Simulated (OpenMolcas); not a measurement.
# Ti²⁺ among point charges: CASSCF and CASPT2 levels and susceptibility

How does a field of 3 point charges split the states of Ti²⁺, and what χT follows?

The numbers are computed with OpenMolcas 26.06 (state-averaged CASSCF and CASPT2, spin-orbit coupling by RASSI with atomic mean-field integrals), except any that are marked as measured or tabulated.

## 1. The system

```
Species                           : Ti²⁺ (titanium, Z = 22, 20 electrons)
Basis                             : ANO-RCC-VDZP [5s4p2d1f], 34 functions
Scalar Hamiltonian                : DKH2, point nucleus
Inactive shells                   : 1s 2s 2p 3s 3p
Active space                      : 2 electrons in 5 orbitals (3d)
Some configurations of this space : 3d2
Orbitals                          : optimised for each spin and parity, averaged over all roots
```

Outer shells as boxes (Hund's rule):

3d2
```
3d [↑ ][↑ ][  ][  ][  ]
```

The ion sits among 3 point charges of -2 e arranged as a planar triangle (D3h), 2.1 Å from the ion.

Each step is its own input file, run in one work folder so that later steps find the files of earlier ones. Labels, J, g values, rates, χT and fits are worked out afterwards by a script from the matrices that RASSI stores.

## 2. Basis and integrals

a.inp reads:

```
&GATEWAY
Coord
1

Ti 0.0 0.0 0.0
Basis=ANO-RCC-VDZP
Group=NoSym
NoMove
AngMom=0.0 0.0 0.0
AMFI
XField
3 Angstrom 0
2.100000 0.000000 0.000000 -2.000000
-1.050000 1.818653 0.000000 -2.000000
-1.050000 -1.818653 0.000000 -2.000000
&SEWARD
```

Command:

```bash
$ OMP_NUM_THREADS=1 MOLCAS_MEM=1689 MOLCAS_PROJECT=a pymolcas a.inp > a.log
```

Output:

```text
Basis set label: TI.ANO-RCC...5S4P2D1F.

      Electronic valence basis set:
      ------------------
      Associated Effective Charge  22.000000 au
      Associated Actual Charge     22.000000 au
      Nuclear Model: Point charge

      Shell  nPrim  nBasis  Cartesian Spherical Contaminant
         s      21       5        X
         p      15       4        X
         d      10       2                 X
         f       6       1                 X
                  Relativistic Douglas-Kroll-Hess integrals:
                    - DKH order of Hamiltonian: 2
                    - DKH order of Properties : 0
                  Atomic mean-field integrals
```

## 3. CASSCF: triplets, 10 roots

a.inp reads:

```
&RASSCF
FileOrb=start.orb
Symmetry=1
Spin=3
nActEl=2 0 0
Inactive=9
Ras2=5
CIRoot=10 10 1
SDav=10
CIMx=300
Iter=120 100
PrWF=0.3
OrbListing=Nothing
MaxOrb=0
>>> COPY $Project.JobIph JOB001
```

start.orb holds the contracted functions of the basis, ordered by shell, or the orbitals of the step before.

Output (excerpt; [...] marks lines left out):

```text
[...]
      Number of active orbitals                  5
[...]
      Spin quantum number                      1.0
[...]
      Active orbitals                            5
[...]
      Number of CSFs                            10
      Number of root(s) required                10
[...]
      Convergence after 14 iterations
[...]
      Natural orbitals and occupation numbers for root  1
      sym 1:   0.036250   0.963750   0.963750   0.036250  -0.000000
      Natural orbitals and occupation numbers for root  2
      sym 1:   0.036250   0.963750   0.000000   0.963750   0.036250
      Natural orbitals and occupation numbers for root  3
      sym 1:   0.972708   0.027292  -0.000000   0.972708   0.027292
::    RASSCF root number  1 Total energy:   -855.14871771
::    RASSCF root number  2 Total energy:   -855.14871771
::    RASSCF root number  3 Total energy:   -855.12694845
[...]
::    RASSCF root number  7 Total energy:   -855.08544602
::    RASSCF root number  8 Total energy:   -855.05581330
::    RASSCF root number  9 Total energy:   -855.05581330
::    RASSCF root number 10 Total energy:   -854.98573250
```

## 4. Reference wave functions, singlets, 15 roots

a.inp reads:

```
&RASSCF
FileOrb=start.orb
Symmetry=1
Spin=1
nActEl=2 0 0
Inactive=9
Ras2=5
CIRoot=15 15 1
SDav=15
CIMx=300
Iter=120 100
PrWF=0.3
OrbListing=Nothing
MaxOrb=0
>>> COPY $Project.JobIph JOB002
```

Output (excerpt; [...] marks lines left out):

```text
[...]
      Number of active orbitals                  5
[...]
      Spin quantum number                      0.0
[...]
      Active orbitals                            5
[...]
      Number of CSFs                            15
      Number of root(s) required                15
[...]
      Convergence after  9 iterations
[...]
      Natural orbitals and occupation numbers for root  1
      sym 1:   0.033975   0.009852   1.912345   0.033975   0.009852
      Natural orbitals and occupation numbers for root  2
      sym 1:   0.001489   0.001489   0.998511   0.998511  -0.000000
      Natural orbitals and occupation numbers for root  3
      sym 1:   0.998511   0.001489   0.998511   0.001489  -0.000000
::    RASSCF root number  1 Total energy:   -855.12227459
::    RASSCF root number  2 Total energy:   -855.10779532
::    RASSCF root number  3 Total energy:   -855.10779532
[...]
::    RASSCF root number 12 Total energy:   -855.01159342
::    RASSCF root number 13 Total energy:   -854.96155017
::    RASSCF root number 14 Total energy:   -854.96155017
::    RASSCF root number 15 Total energy:   -854.90405338
```

## 5. State interaction with spin-orbit coupling

a.inp reads:

```
&RASSI
NrOfJobIphs=2 10 15
1 2 3 4 5 6 7 8 9 10
1 2 3 4 5 6 7 8 9 10 11 12 13 14 15
IphNames
JOB001
JOB002
EJob
SpinOrbit
DIPRint=1.0
SOCoupling=1000.0
Subsets=2
Property=9
'ANGMOM' 1 'ANGMOM' 2 'ANGMOM' 3 'MLTPL  1' 1 'MLTPL  1' 2 'MLTPL  1' 3
'AMFI' 1 'AMFI' 2 'AMFI' 3
SOProperty=3
'ANGMOM' 1 'ANGMOM' 2 'ANGMOM' 3
```

Command:

```bash
$ OMP_NUM_THREADS=1 MOLCAS_MEM=1689 MOLCAS_PROJECT=a pymolcas a.inp > a.log
```

Output (excerpt; [...] marks lines left out):

```text
SPIN-FREE ENERGIES:
  (Shifted by EMIN (a.u.) =       -855.1487177071)
 SF State       Relative EMIN(au)   Rel lowest level(eV)    D:o, cm**(-1)      L_eff
     1             0.0000000000        0.0000000000              0.0000         2.3
     2             0.0000000008        0.0000000205              0.0002         2.3
     3             0.0217692615        0.5923717832           4777.8006         2.7
     4             0.0261953233        0.7128110602           5749.2089         2.8
     5             0.0261953268        0.7128111562           5749.2097         2.8
    11             0.0264431188        0.7195539204           5803.5938         2.9
    12             0.0409223874        1.1135548884           8981.4259         3.3
    13             0.0409223882        1.1135549120           8981.4261         3.3
    14             0.0586108171        1.5948815833          12863.5875         1.8
    15             0.0586108178        1.5948816013          12863.5876         1.8
[...]
Eigenvalues of complex Hamiltonian:
   -----------------------------------
  (Shifted by EMIN (a.u.) =       -855.1487177071)
 SO State       Relative EMIN(au)   Rel lowest level(eV)    D:o, cm**(-1)     J-value
     1            -0.0003093573        0.0000000000              0.0000         2.3
     2            -0.0002708537        0.0010477369              8.4506         2.3
     3            -0.0000211874        0.0078415015             63.2460         2.4
     4            -0.0000211867        0.0078415220             63.2461         2.4
     5             0.0002565871        0.0154001313            124.2104         2.3
     6             0.0002565871        0.0154001313            124.2104         2.3
     7             0.0217691417        0.6007865651           4845.6704         2.8
     8             0.0217691417        0.6007865651           4845.6704         2.8
     9             0.0217810444        0.6011104520           4848.2828         3.0
    10             0.0256295147        0.7058326639           5692.9244         2.3
    11             0.0256295147        0.7058326640           5692.9244         2.3
[...]
```

Time for these steps: 9.2 s (1 thread of Arm Neoverse N1, shared host).

Spin-free states, with their symmetry labels:

| state | degeneracy | E (cm-1) | free-ion L (%) |
| --- | --- | --- | --- |
| 3E | 2 | 0 | F (66) |
| 3A2 | 1 | 4778 | F (88) |
| 3E | 2 | 5749 | F (100) |
| 1A1 | 1 | 5804 | G (60) |
| 1E | 2 | 8981 | G (79) |
| 1E | 2 | 12864 | D (100) |
| 3A1 | 1 | 13838 | F (100) |
| 3A2 | 1 | 13887 | F (100) |
| 1E | 2 | 19022 | G (100) |
| 3E | 2 | 20390 | P (66) |
| 1A1 | 1 | 22840 | D (47) |
| 1E | 2 | 25131 | D (79) |
| 1A1 | 1 | 29706 | G (100) |
| 1A2 | 1 | 30095 | G (100) |
| 3A2 | 1 | 35771 | P (88) |
| 1E | 2 | 41079 | G (100) |
| 1A1 | 1 | 53698 | S (81) |

With spin-orbit coupling:

```tsv
E (cm-1)	Degeneracy	Label	2S+1	g
0.0	1	A1	3	
8.5	1	A2	3	
63.2	2	E	3	0.00 0.00 1.99
124.2	2	E	3	0.00 0.00 5.99
4846	2	E	3	0.00 0.00 4.00
4848	1	A1	3	
5693	2	E	3	0.00 0.00 0.14
5816	2	E	3	0.00 0.00 3.86
5875	1	A1	1	
5939	2		3	0.00 0.00 7.86
9054	2	E	1	0.00 0.00 2.00
12910	2	E	1	0.00 0.00 3.83
13769	2	E	3	0.00 0.00 1.85
13906	1	A2	3	
13955	1	A1	3	
14113	2	E	3	0.00 0.00 9.80
19090	2	E	1	0.00 0.00 3.92
20390	1	A1	3	
20394	1	A2	3	
20452	2	E	3	0.00 0.00 1.87
20524	2	E	3	0.00 0.00 5.87
22912	1	A1	1	
25205	2	E	1	0.00 0.00 1.80
29774	1	A1	1
```

Labels of spin-orbit levels are those of the rotation subgroup (D3 for D3h). Principal g values are given for doublets only; a zero marks a field direction without first-order Zeeman splitting.

Powder χT (cm³ K/mol): 0.06 at 2 K, 0.14 at 5 K, 0.22 at 10 K, 0.34 at 20 K, 0.59 at 50 K, 0.81 at 100 K, 0.92 at 150 K, 0.97 at 200 K, 1.02 at 250 K, 1.05 at 300 K.

Orbitals of the lowest block (energies include the constant potential of the surroundings):

| shell | space | energy (hartree) | mean occupation | ⟨r²⟩ (bohr²) |
| --- | --- | --- | --- | --- |
| 1s | inactive | -183.5484 | 2.000 | 0.00647 |
| 2s | inactive | -20.7998 | 2.000 | 0.123 |
| 2p | inactive | -16.9702 | 6.000 | 0.102 |
| 3s | inactive | -2.0349 | 2.000 | 1.16 |
| 3p | inactive | -0.9285 | 6.000 | 1.38 |
| 3d | RAS2 |  | 2.000 | 3.47 |

## 6. CASPT2: IPEA 0.25, imaginary shift 0.1 (closed shells correlated: 3s 3p)

a.inp reads:

```
>>> COPY JOB001 $Project.JobIph
&CASPT2
Multistate=10 1 2 3 4 5 6 7 8 9 10
NoMult
Frozen=5
IPEA=0.25
Imaginary=0.1
MaxIter=60
WThr=0.0 0.3 0.05
PrWF=0.5
NoMix
>>> COPY JOB002 $Project.JobIph
&CASPT2
Multistate=15 1 2 3 4 5 6 7 8 9 10 11 12 13 14 15
NoMult
Frozen=5
IPEA=0.25
Imaginary=0.1
MaxIter=60
WThr=0.0 0.3 0.05
PrWF=0.5
NoMix
```

Command:

```bash
$ OMP_NUM_THREADS=1 MOLCAS_MEM=1689 MOLCAS_PROJECT=a pymolcas a.inp > a.log
```

Output (excerpt; [...] marks lines left out):

```text
[...]
      Active orbitals                            5
[...]
      E2 (Variational):          -0.2420625372
      Total energy:            -855.3907802443
[...]
::    CASPT2 Root  1     Total energy:   -855.39078024
::    CASPT2 Root  2     Total energy:   -855.39078037
[...]
::    CASPT2 Root 12     Total energy:   -855.25808316
::    CASPT2 Root 13     Total energy:   -855.20509299
::    CASPT2 Root 14     Total energy:   -855.20519176
::    CASPT2 Root 15     Total energy:   -855.18743581
```

Time for this run: 4.2 s (1 thread of Arm Neoverse N1, shared host).

SS-CASPT2: lowest energy less the reference's lowest, -0.2421 hartree; reference weights 0.852 to 0.954, a spread that points to intruder states, a small active space or orbitals unfit for some roots.

Spin-free states, with their symmetry labels:

| state | degeneracy | E (cm-1) | free-ion L (%) |
| --- | --- | --- | --- |
| 3E | 2 | 0 | F (66) |
| 1A1 | 1 | 2674 | G (60) |
| 3E | 2 | 6585 | F (100) |
| 3A2 | 1 | 6772 | F (88) |
| 1E | 2 | 6792 | G (79) |
| 1E | 2 | 10458 | D (100) |
| 3A1 | 1 | 15361 | F (100) |
| 3A2 | 1 | 15393 | F (100) |
| 1E | 2 | 16725 | G (100) |
| 1A1 | 1 | 19918 | D (47) |
| 3E | 2 | 20080 | P (66) |
| 1E | 2 | 23698 | D (79) |
| 1A1 | 1 | 28971 | G (100) |
| 1A2 | 1 | 29124 | G (100) |
| 3A2 | 1 | 35656 | P (88) |
| 1E | 2 | 40743 | G (100) |
| 1A1 | 1 | 44629 | S (81) |

With spin-orbit coupling:

```json
{"E (cm-1)": "0", "Degeneracy": "1", "Label": "A1", "2S+1": "3", "g": ""}
{"E (cm-1)": "11", "Degeneracy": "1", "Label": "A2", "2S+1": "3", "g": ""}
{"E (cm-1)": "67", "Degeneracy": "2", "Label": "E", "2S+1": "3", "g": "0.00 0.00 1.99"}
{"E (cm-1)": "130", "Degeneracy": "2", "Label": "E", "2S+1": "3", "g": "0.00 0.00 5.99"}
{"E (cm-1)": "2750", "Degeneracy": "1", "Label": "A1", "2S+1": "1", "g": ""}
{"E (cm-1)": "6510", "Degeneracy": "2", "Label": "E", "2S+1": "3", "g": "0.00 0.00 0.02"}
{"E (cm-1)": "6650", "Degeneracy": "2", "Label": "E", "2S+1": "3", "g": "0.00 0.00 3.86"}
{"E (cm-1)": "6780", "Degeneracy": "2", "Label": "", "2S+1": "3", "g": "0.00 0.00 7.86"}
{"E (cm-1)": "6780", "Degeneracy": "2", "Label": "E", "2S+1": "3", "g": "0.00 0.00 3.14"}
{"E (cm-1)": "6840", "Degeneracy": "1", "Label": "A1", "2S+1": "3", "g": ""}
{"E (cm-1)": "6950", "Degeneracy": "2", "Label": "E", "2S+1": "1", "g": "0.00 0.00 2.70"}
{"E (cm-1)": "10530", "Degeneracy": "2", "Label": "E", "2S+1": "1", "g": "0.00 0.00 3.88"}
{"E (cm-1)": "15270", "Degeneracy": "2", "Label": "E", "2S+1": "3", "g": "0.00 0.00 1.83"}
{"E (cm-1)": "15430", "Degeneracy": "1", "Label": "A2", "2S+1": "3", "g": ""}
{"E (cm-1)": "15460", "Degeneracy": "1", "Label": "A1", "2S+1": "3", "g": ""}
{"E (cm-1)": "15630", "Degeneracy": "2", "Label": "E", "2S+1": "3", "g": "0.00 0.00 9.84"}
{"E (cm-1)": "16800", "Degeneracy": "2", "Label": "E", "2S+1": "1", "g": "0.00 0.00 3.92"}
{"E (cm-1)": "19940", "Degeneracy": "1", "Label": "A1", "2S+1": "1", "g": ""}
{"E (cm-1)": "20090", "Degeneracy": "1", "Label": "A2", "2S+1": "3", "g": ""}
{"E (cm-1)": "20140", "Degeneracy": "1", "Label": "A1", "2S+1": "3", "g": ""}
{"E (cm-1)": "20140", "Degeneracy": "2", "Label": "E", "2S+1": "3", "g": "0.00 0.00 1.87"}
{"E (cm-1)": "20220", "Degeneracy": "2", "Label": "E", "2S+1": "3", "g": "0.00 0.00 5.87"}
{"E (cm-1)": "23780", "Degeneracy": "2", "Label": "E", "2S+1": "1", "g": "0.00 0.00 1.80"}
{"E (cm-1)": "29040", "Degeneracy": "1", "Label": "A1", "2S+1": "1", "g": ""}
```

Powder χT (cm³ K/mol): 0.05 at 2 K, 0.12 at 5 K, 0.20 at 10 K, 0.33 at 20 K, 0.59 at 50 K, 0.81 at 100 K, 0.91 at 150 K, 0.97 at 200 K, 1.01 at 250 K, 1.04 at 300 K.

## 7. The methods side by side

A. CASSCF
B. SS-CASPT2, IPEA 0.25, imaginary shift 0.1 (closed shells correlated: 3s 3p)

| method | ground state | first state of that spin (cm-1) | first gap with spin-orbit (cm-1) | χT at 300 K |
| --- | --- | --- | --- | --- |
| A | 3E | 3A2 4778 | 8.5 | 1.05 |
| B | 3E | 3E 6585 | 11.2 | 1.04 |

## 8. Results

```
                                            quantity                                                                        value
                                              method  SS-CASPT2, IPEA 0.25, imaginary shift 0.1 (closed shells correlated: 3s 3p)
                              spin-free ground state                                               3E, 2-fold in its orbital part
first state of the same spin within the active space                                                              3E at 6580 cm⁻¹
                                        lowest level                                                                    1-fold A1
                                          next level                                                                    11.2 cm⁻¹
                                         χT at 300 K                                                               1.04 cm³ K/mol
                           effective moment at 300 K                                                                      2.88 μB
```

Cost by method:

| method | time of its own steps | time with the reference |
| --- | --- | --- |
| A. CASSCF | 9.2 s | 9.2 s |
| B. SS-CASPT2, IPEA 0.25, imaginary shift 0.1, +3s 3p | 4.2 s | 13 s |

Times are of one thread on a shared host.

The spin-free ground state (3E) comes to 66 % from free-ion F terms and keeps the highest spin of the shell. χT at 300 K is 1.04, against 1.00 cm³ K/mol for the spin alone; near agreement at one temperature doesn't show that the orbital moment is quenched. CASPT2 does not keep the components of a term degenerate, and the means are used. Reference weights range from 0.85 to 0.95, which points to intruder states or a small active space for some roots. The field of point charges can differ much from that of real complexes. This is an electrostatic model: the charges have no orbitals.
